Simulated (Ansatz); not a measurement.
# Ge5Pd: a trial structure relaxed

Where does this trial cell of Ge5Pd go when cell and atoms are let free?

Program: Ansatz 0.2.0. Level of theory: DFT PBE, scalar-relativistic, plane waves, PAW. These are calculated values, not measurements.

**1. The system as given**

It takes space group F-43m (No. 216, cubic). Conventional cell: a = 7.649 Å, b = 7.649 Å, c = 7.649 Å, α = 90.00°, β = 90.00°, γ = 90.00°. Ge (site symmetry 3m) has 6 Ge at 2.70 Å as nearest neighbours. Around Ge (site symmetry -43m) lie 12 Ge at 3.17 Å and 4 Pd at 3.31 Å. Pd (site symmetry -43m) has 16 Ge at 3.17 to 3.31 Å as nearest neighbours.

Structure file:

```
CELL_PARAMETERS angstrom
0.00000 3.82428 3.82428
3.82428 0.00000 3.82428
3.82428 3.82428 0.00000
ATOMIC_POSITIONS crystal
Ge 0.12500 0.62500 0.62500
Ge 0.62500 0.62500 0.62500
Ge 0.62500 0.12500 0.62500
Ge 0.62500 0.62500 0.12500
Ge 0.25000 0.25000 0.25000
Pd 0.00000 0.00000 0.00000
```

The cell is invented: species swapped into a database cell of Be5Au (F-43m, No. 216), with Ge on the Be sites and Pd on the Au sites. Lengths come from tabulated atomic sizes and are only a guess.

**2. The guess as it stands, on a coarse mesh**

Input file input.yaml:

```yaml
crystal:
  lattice:
    - [0.0, 3.82427869, 3.82427869]
    - [3.82427869, 0.0, 3.82427869]
    - [3.82427869, 3.82427869, 0.0]
  atoms:
    - { symbol: Ge, position: [0.125, 0.625, 0.625] }
    - { symbol: Ge, position: [0.625, 0.625, 0.625] }
    - { symbol: Ge, position: [0.625, 0.125, 0.625] }
    - { symbol: Ge, position: [0.625, 0.625, 0.125] }
    - { symbol: Ge, position: [0.25, 0.25, 0.25] }
    - { symbol: Pd, position: [0.0, 0.0, 0.0] }
basis:
  ecutwfc: 420
kpoints:
  mp_grid: { grid: [4, 4, 4] }
hamiltonian:
  xc: pbe
scf:
  occupations: { method: gaussian, width: 0.1 }
  lower_state_search: "off"
output:
  forces: true
  stress: true
  eigenvalues: true
```

Launch:

```bash
> ansatz run input.yaml --threads 1 --pin off --max-ram 2560MiB --backend cpu --events-out ev --progress --plain --runs-dir out
```

The log of the run, cut to the lines that bear on the results:

```text
[...]
SCF converged after 6 iterations
Free energy (F): -28445.247471 eV
[...]
E sigma→0 (E₀):  -28445.240587 eV
Entropy (-TS):   -0.013769 eV (-2.295 meV/atom)
Fermi energy:    12.245182 eV
[...]
--- Forces (eV/Å), atoms counted from 1 ---
  atom   1  Ge     0.02227893    -0.02227893    -0.02227893
  atom   2  Ge     0.02227893     0.02227893     0.02227893
  atom   3  Ge    -0.02227893     0.02227893    -0.02227893
  atom   4  Ge    -0.02227893    -0.02227893     0.02227893
  atom   5  Ge    -0.00000000     0.00000000     0.00000000
  atom   6  Pd    -0.00000000    -0.00000000    -0.00000000
[...]
--- Stress (GPa, compression-positive) ---
        3.177899       0.000000      -0.000000
        0.000000       3.177899      -0.000000
       -0.000000       0.000000       3.177899
  P = ⅓ Tr σ = 3.1779 GPa (31.779 kbar)
--- Band table (eV; the first three rows and the last of 8) ---
[...]
```

It took 3.9 s on 1 thread of Arm Neoverse V1, shared host; peak memory 0.34 GiB.

From the probe: pressure 3.2 GPa, largest force 0.04 eV/Å, gap on this mesh none (metal). The relaxation goes to the converged mesh at once.

**3. Spin check on a coarse mesh**

input.yaml: that of step 2 with these lines changed.

```diff
@@ -11,3 +11,3 @@
     - { symbol: Ge, position: [0.25, 0.25, 0.25] }
-    - { symbol: Pd, position: [0.0, 0.0, 0.0] }
+    - { symbol: Pd, position: [0.0, 0.0, 0.0], spin: 1.0 }
 basis:
@@ -25 +25,4 @@
   eigenvalues: true
+  populations: true
+magnetization:
+  spin_polarized: true
```

Launch:

```bash
> ansatz run input.yaml --threads 1 --pin off --max-ram 2560MiB --backend cpu --events-out ev --progress --plain --runs-dir out
```

The log of the run, cut to the lines that bear on the results:

```text
[...]
SCF converged after 14 iterations
Magnetization: -0.0000 μB (44.0000 up, 44.0000 down)
Absolute magnetization: 0.0000 μB (∫|ρ↑−ρ↓|, with the PAW one-centre terms)
Spin contamination: 0.0000 ħ² per cell (⟨S²⟩ above its minimum at these occupations)
Per-site moments (μB) at R_I (Å): [(2.5782746816045954e-7, 1.1154715253740601), (2.5782746839713447e-7, 1.1154715253740601), (2.5782746820099065e-7, 1.1154715253740601), (2.578274681697004e-7, 1.1154715253740601), (-2.0422520090833622e-6, 1.308006305562193), (-8.509205507957455e-7, [...]
Free energy (F): -28445.247471 eV
[...]
E sigma→0 (E₀):  -28445.240587 eV
Entropy (-TS):   -0.013769 eV (-2.295 meV/atom)
Fermi energy:    12.245214 eV
[...]
--- Forces (eV/Å), atoms counted from 1 ---
  atom   1  Ge     0.02227646    -0.02227646    -0.02227646
  atom   2  Ge     0.02227646     0.02227646     0.02227646
  atom   3  Ge    -0.02227646     0.02227646    -0.02227646
  atom   4  Ge    -0.02227646    -0.02227646     0.02227646
  atom   5  Ge    -0.00000000     0.00000000    -0.00000000
  atom   6  Pd    -0.00000000    -0.00000000    -0.00000000
[...]
--- Stress (GPa, compression-positive) ---
        3.177924       0.000000      -0.000000
        0.000000       3.177924       0.000000
       -0.000000       0.000000       3.177924
  P = ⅓ Tr σ = 3.1779 GPa (31.779 kbar)
--- Band table (eV; the first three rows and the last of 16) ---
[...]
--- Löwdin populations: 6 sites ---
  site symbol       q [e]    m [muB]
     0     Ge     14.0282     0.0000
     1     Ge     14.0282     0.0000
     2     Ge     14.0282     0.0000
     3     Ge     14.0282     0.0000
     4     Ge     14.1624    -0.0000
     5     Pd     17.3786    -0.0000
  spilling = 0.003934 (of n_electrons = 88.000000)
```

Wall time 16 s (1 thread of Arm Neoverse V1, shared host); peak memory 0.4 GiB.

By site:

```
atom  Löwdin electrons
 Ge1             14.03
 Ge2             14.03
 Ge3             14.03
 Ge4             14.03
 Ge5             14.16
 Pd6             17.38
```

The Löwdin counts miss 0.35 of the 88 electrons, which the atomic orbitals do not span, so they are no charges.

The same cell is solved with trial moments on Pd. The largest site moment that stays is 0.00 μB and the cell's total 0.00 μB. The workflow keeps spin only above 0.25 μB on a site, so the next run goes without spin.

[end of part 1 of 2]
